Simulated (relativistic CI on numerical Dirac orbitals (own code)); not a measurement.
# Hg: one ion under different settings

How much do the settings matter for Hg? One ion, several inputs.

Method: Dirac-Coulomb-Breit CI, KLI orbitals optimised for each configuration, model QED (radiative potential, 1s self-energy scaled to tabulated hydrogen-like ionisation energies), numerical settings as typed. Code: relativistic CI on numerical Dirac orbitals (own code) version 3.

**1. Starting point**

- ion: Hg (Hg I)
- nuclear charge: 80
- electrons: 80
- isotope: A = 202

**2. The usual input**

The run's settings:

```ini
atom Hg  Z=80  charge=0  electrons=80
nucleus A=202  rms_radius_fm=5.4648
hamiltonian dirac-coulomb  breit=on  qed=on  c_scale=1
orbitals kli  potential=per-configuration
slater_scale 1
correlation none
mixing on
grid step=0.0125 r_max=323.6
scf mixing=0.4 start=green max_iterations=150 tolerance=2e-08 node_fill=0.05
configurations
  [Xe] 4f14 5d10 6s2
  [Xe] 4f14 5d10 6s 6p
  [Xe] 4f14 5d10 6s 6d
  [Xe] 4f14 5d10 6p2
  [Xe] 4f14 5d10 6s 7s
end
```

Run with:

```sh
> python run_levels.py task.json out
```

task.json lists these runs, among others, and the program works through them in turn.

**3. Breit term off, QED terms off, node fill 0.5**

The run's settings:

```ini
atom Hg  Z=80  charge=0  electrons=80
nucleus A=202  rms_radius_fm=5.4648
hamiltonian dirac-coulomb  breit=off  qed=off  c_scale=1
orbitals kli  potential=per-configuration
slater_scale 1
correlation none
mixing on
grid step=0.0125 r_max=323.6
scf mixing=0.4 start=green max_iterations=150 tolerance=2e-08 node_fill=0.5
configurations
  [Xe] 4f14 5d10 6s2
  [Xe] 4f14 5d10 6s 6p
  [Xe] 4f14 5d10 6s 6d
  [Xe] 4f14 5d10 6p2
  [Xe] 4f14 5d10 6s 7s
end
```

**4. Potential mixing 0.1, speed-of-light factor 2**

The run's settings:

```ini
atom Hg  Z=80  charge=0  electrons=80
nucleus A=202  rms_radius_fm=5.4648
hamiltonian dirac-coulomb  breit=on  qed=on  c_scale=2
orbitals kli  potential=per-configuration
slater_scale 1
correlation none
mixing on
grid step=0.0125 r_max=323.6
scf mixing=0.1 start=green max_iterations=150 tolerance=2e-08 node_fill=0.05
configurations
  [Xe] 4f14 5d10 6s2
  [Xe] 4f14 5d10 6s 6p
  [Xe] 4f14 5d10 6s 6d
  [Xe] 4f14 5d10 6p2
  [Xe] 4f14 5d10 6s 7s
end
```

**5. Node fill 0, iteration limit 30, QED terms off**

The run's settings:

```ini
atom Hg  Z=80  charge=0  electrons=80
nucleus A=202  rms_radius_fm=5.4648
hamiltonian dirac-coulomb  breit=on  qed=off  c_scale=1
orbitals kli  potential=per-configuration
slater_scale 1
correlation none
mixing on
grid step=0.0125 r_max=323.6
scf mixing=0.4 start=green max_iterations=30 tolerance=2e-08 node_fill=0
configurations
  [Xe] 4f14 5d10 6s2
  [Xe] 4f14 5d10 6s 6p
  [Xe] 4f14 5d10 6s 6d
  [Xe] 4f14 5d10 6p2
  [Xe] 4f14 5d10 6s 7s
end
```

**6. Start potential bare, grid step 0.006**

The run's settings:

```ini
atom Hg  Z=80  charge=0  electrons=80
nucleus A=202  rms_radius_fm=5.4648
hamiltonian dirac-coulomb  breit=on  qed=on  c_scale=1
orbitals kli  potential=per-configuration
slater_scale 1
correlation none
mixing on
grid step=0.006 r_max=323.6
scf mixing=0.4 start=bare max_iterations=150 tolerance=2e-08 node_fill=0.05
configurations
  [Xe] 4f14 5d10 6s2
  [Xe] 4f14 5d10 6s 6p
  [Xe] 4f14 5d10 6s 6d
  [Xe] 4f14 5d10 6p2
  [Xe] 4f14 5d10 6s 7s
end
```

**7. End of the grid 80.9**

Changes to the settings of step 6:

```diff
@@ -7,4 +7,4 @@
 mixing on
-grid step=0.006 r_max=323.6
-scf mixing=0.4 start=bare max_iterations=150 tolerance=2e-08 node_fill=0.05
+grid step=0.0125 r_max=80.9
+scf mixing=0.4 start=green max_iterations=53 tolerance=2e-08 node_fill=0.05
 configurations
```

**8. Slater scale -1**

Changes to the settings of step 7:

```diff
@@ -4,7 +4,7 @@
 orbitals kli  potential=per-configuration
-slater_scale 1
+slater_scale -1
 correlation none
 mixing on
-grid step=0.0125 r_max=80.9
-scf mixing=0.4 start=green max_iterations=53 tolerance=2e-08 node_fill=0.05
+grid step=0.0125 r_max=323.6
+scf mixing=0.4 start=green max_iterations=64 tolerance=2e-08 node_fill=0.05
 configurations
```

(Steps that only read results are left out.)

What does the calculation give? Wanted: lowest level, usual settings; total energy; first excitation.

**Answer**, as computed:

| setting | total energy less usual (Ha) | largest shift of a level among the lowest eight of both runs, same label and place (cm⁻¹) | SCF iterations | time | lowest level | kind of change |
| --- | --- | --- | --- | --- | --- | --- |
| usual | 0 | 0 | 68 | 0.59 s | 6s2 1S0 | - |
| Breit term off, QED terms off, node fill 0.5 | -38 | 635 | 68 | 0.52 s | 6s2 1S0 | model term |
| potential mixing 0.1, speed-of-light factor 2 | 947 | 11700 | 78 | 0.65 s | 6s2 1S0 | unphysical constant |
| node fill 0, iteration limit 30, QED terms off | -15.5 | 345 | 67 | 0.56 s | 6s2 1S0 | model term |
| start potential bare, grid step 0.006 | -0.000216 | 0.0189 | 123 | 2 s | 6s2 1S0 | numerical |
| end of the grid 80.9 | 0 | 0 | 68 | 0.58 s | 6s2 1S0 | extreme, harmless here |
| Slater scale -1 | -0.00469 | 15000 | 68 | 0.59 s | 6s2 1S0 | unsound |

```
                    quantity           value
lowest level, usual settings         6s2 1S0
                total energy  -19610.6492 Ha
            first excitation      29616 cm⁻¹
```

**Reading.** Among the runs whose levels can be followed, they move most under «Slater scale -1» (unsound), by up to 15000 cm⁻¹. No visible change in the result comes from «end of the grid 80.9». «Start potential bare, grid step 0.006» costs 123 SCF iterations against 68. Only the listed configurations are in the model. Near neutrality, missing correlation can shift configurations against each other by thousands of cm⁻¹.
